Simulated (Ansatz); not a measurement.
# CH₄ClFOSeSi: one species, many methods

An exercise on one series of results from a longer session: the logs are not shown, and one member is left open.

Program: Ansatz 0.2.0, Gaussian basis. Level of theory: functionals in def2-TZVPP, the program's frozen cores in correlated methods. These are calculated values, not measurements.

Plan: PBE-D4, r2SCAN-D4, PBE0-D4, B3LYP-D4, ωB97X-V, ωB97M-V, B2PLYP; CCSD(T)/def2-TZVPP; MP2/def2-QZVPP; extrapolation to the limit.

## Structure used throughout

The geometry comes from an earlier relaxation with PBE0-D4 in a triple-zeta def2 set; it is a stationary point, not always the lowest conformer.

SMILES `CO[Si](F)(Cl)[SeH]`, 10 atoms, charge 0, spin multiplicity 1.

Atoms are counted from 1 here; the program's logs count them from 0.

Bond lengths: C1–O2 1.418 Å, C1–H7 1.093 Å, C1–H8 1.090 Å, C1–H9 1.094 Å, O2–Si3 1.611 Å, Si3–F4 1.588 Å, Si3–Cl5 2.025 Å, Si3–Se6 2.256 Å, Se6–H10 1.469 Å. Angles: O2–C1–H7 110.4°, O2–C1–H8 107.6°, O2–C1–H9 111.4°, H7–C1–H8 109.2°, H7–C1–H9 109.1°, H8–C1–H9 109.1°, C1–O2–Si3 126.3°, O2–Si3–F4 111.6°, O2–Si3–Cl5 106.7°, O2–Si3–Se6 109.7°, F4–Si3–Cl5 106.9°, F4–Si3–Se6 108.0°, Cl5–Si3–Se6 114.0°, Si3–Se6–H10 91.4°.

Set-up of the first run:

in.yaml reads:

```yaml
crystal:
  periodic: [false, false, false]
  atoms:
    - {symbol: C, position_ang: [0.119121, -1.301334, -1.109026]}
    - {symbol: O, position_ang: [0.260406, -0.982275, 0.265099]}
    - {symbol: Si, position_ang: [0.241360, 0.494215, 0.909223]}
    - {symbol: F, position_ang: [1.379486, 1.415960, 0.294822]}
    - {symbol: Cl, position_ang: [0.660344, 0.274431, 2.878241]}
    - {symbol: Se, position_ang: [-1.748007, 1.476836, 0.499674]}
    - {symbol: H, position_ang: [1.041775, -1.076106, -1.649319]}
    - {symbol: H, position_ang: [-0.086122, -2.369242, -1.180853]}
    - {symbol: H, position_ang: [-0.706470, -0.746632, -1.564594]}
    - {symbol: H, position_ang: [-1.161882, 2.814136, 0.656744]}
basis:
  gaussian: {orbitals: def2-TZVPP}
hamiltonian: {xc: pbe, dispersion: d4}
output: {forces: true, orbitals: {seedname: orbitals}}
```

Command:

```console
$ ansatz run in.yaml --threads 2 --pin off --events-out ev --progress --plain --max-ram 32768MiB --backend cuda --devices 0, --max-vram 18GiB
```

Among the steps run: PBE-D4 (GGA); r2SCAN-D4 (meta-GGA); PBE0-D4 (hybrid); B3LYP-D4 (hybrid); ωB97X-V (range-separated); ωB97M-V (range-separated); B2PLYP (double hybrid); CCSD(T) in def2-TZVPP; MP2 in def2-QZVPP.

One table of the session follows, with a row left open; its other results are not shown here.

```
            method  atomisation energy (eV)
            PBE-D4                   39.215
         r2SCAN-D4                   38.784
           PBE0-D4                   38.434
          B3LYP-D4                   38.308
           ωB97X-V                        ?
           ωB97M-V                   38.659
            B2PLYP                   38.001
     HF/def2-TZVPP                   27.805
    MP2/def2-TZVPP                   38.638
   CCSD/def2-TZVPP                   36.883
CCSD(T)/def2-TZVPP                   37.545
           MP2/CBS                   39.896
       CCSD(T)/CBS                   38.804
```

Estimate the missing values for ωB97X-V.

As computed: atomisation energy (eV): 38.732. In the column «atomisation energy (eV)» it lies between ωB97M-V (38.659) and r2SCAN-D4 (38.784).
